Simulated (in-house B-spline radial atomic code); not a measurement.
# Ag²⁺: highest level by several methods

Aim: see how far minus the highest orbital energy of Ag²⁺ stands from its tabulated ionisation energy, method by method.

Program: in-house B-spline radial atomic code version 1. Level of theory: Dirac-Coulomb, several functionals; spherical all-electron atom at the radial basis limit. These are calculated values, not measurements, unless marked.

## Step 1: The atom as given

```
element       : silver (Z = 47)
charge        : +2
electrons     : 45
configuration : [Kr] 4d9
nucleus       : Fermi, rms radius 4.545 fm
```

The outer shells:

[Kr] 4d9
```
[Kr] core
4d [↑↓][↑↓][↑↓][↑↓][↑ ]
```

The boxes only draw the filling; these runs are spin-restricted and spherical.

## Step 2: PBE

Settings of the run:

```ini
Z = 47
electrons = 45.0
configuration = [Kr] 4d9
hamiltonian = dirac
method = pbe,pbe
spin_polarised = False
nucleus = fermi
rms_radius = 4.5454
mass_number = 107
atomic_mass = 106.905091509
speed_of_light = 137.035999084
```

## Step 3: BLYP

Changes to the settings of step 2:

```diff
@@ -4,3 +4,3 @@
 hamiltonian = dirac
-method = pbe,pbe
+method = b88,lyp
 spin_polarised = False
```

## Step 4: relativistic LDA

Changes to the settings of step 3:

```diff
@@ -4,3 +4,3 @@
 hamiltonian = dirac
-method = b88,lyp
+method = lda_x_rel,vwn
 spin_polarised = False
```

Q: The tabulated ionisation energy is 34.8 ± 0.3 eV (semi-empirical; NIST Atomic Spectra Database). What does each method give, and which comes nearest?

The runs gave:

| method | rung | total energy (hartree) | −ε highest (eV) | −ε less tabulated (eV) |
| --- | --- | --- | --- | --- |
| relativistic LDA | LDA | -5304.2592 | 28.916 (4d5/2) | -5.884 |
| PBE | GGA | -5316.0328 | 28.641 (4d5/2) | -6.159 |
| BLYP | GGA | -5316.6155 | 28.548 (4d5/2) | -6.252 |

**Reading.** Tables give 34.8 ± 0.3 eV (semi-empirical; NIST Atomic Spectra Database) for the ionisation energy. relativistic LDA misses by -5.884 eV, the least, and BLYP by -6.252 eV (18 %), the most. PBE is off by -6.159 eV. Open shells are averaged (over orientations, and over spins where the run is restricted), while tables refer to the lowest levels. The semilocal levels all lie too high, since self-interaction spoils the long-range potential; for them −ε is no ionisation energy.
